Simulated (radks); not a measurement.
# Br⁴⁺ in [Ar] 3d10 4s2 4p1: an all-electron calculation

The task here is to estimate one member of a computed series from the others.

Method: Dirac Kohn-Sham, PBE, spin-unpolarised, spherical densities, finite nucleus; open shells fill j = l - 1/2 first. Code: radks (a radial shooting solver on a logarithmic mesh, Libxc functionals) version 1.

## What is computed

| Quantity | Value |
| --- | --- |
| element | bromine (Z = 35) |
| charge | +4 |
| electrons | 31 |
| configuration | [Ar] 3d10 4s2 4p1 |
| nuclear rms radius | 4.1629 fm |

Set-up of the first run:

Settings of this run:

```text
Z 35
configuration [Ar] 3d10 4s2 4p1
relativity Dirac
functional pbe,pbe
spin unpolarised
j_filling energy
nucleus finite rms 4.1629 fm
c 137.035999084
```

One table of the session follows, with a row left open; its other results are not shown here.

It belongs to the step «Shells». Radial moments (bohr):

```
level      <r>  outermost maximum (interpolated)  90 % within  nodes
1s1/2  0.04275                            0.0279       0.0764      0
2s1/2   0.1892                             0.159        0.293      1
2p1/2   0.1627                             0.125        0.266      0
2p3/2   0.1666                             0.128        0.272      0
3s1/2   0.5507                             0.484        0.820      2
3p1/2   0.5560                             0.475        0.849      1
3p3/2   0.5664                             0.484        0.865      1
3d3/2   0.5831                             0.429        0.958      0
3d5/2   0.5870                             0.432        0.965      0
4s1/2    1.506                              1.35         2.19      3
4p1/2    1.677                              1.48         2.46      2
4p3/2        ?                                 ?            ?      ?
```

Estimate the missing values for 4p3/2.

The run gave: <r>: 1.700; outermost maximum (interpolated): 1.51; 90 % within: 2.49; nodes: 2. In the column «<r>» it is the highest.

To keep in mind: Spin polarisation and multiplet splitting are left out.
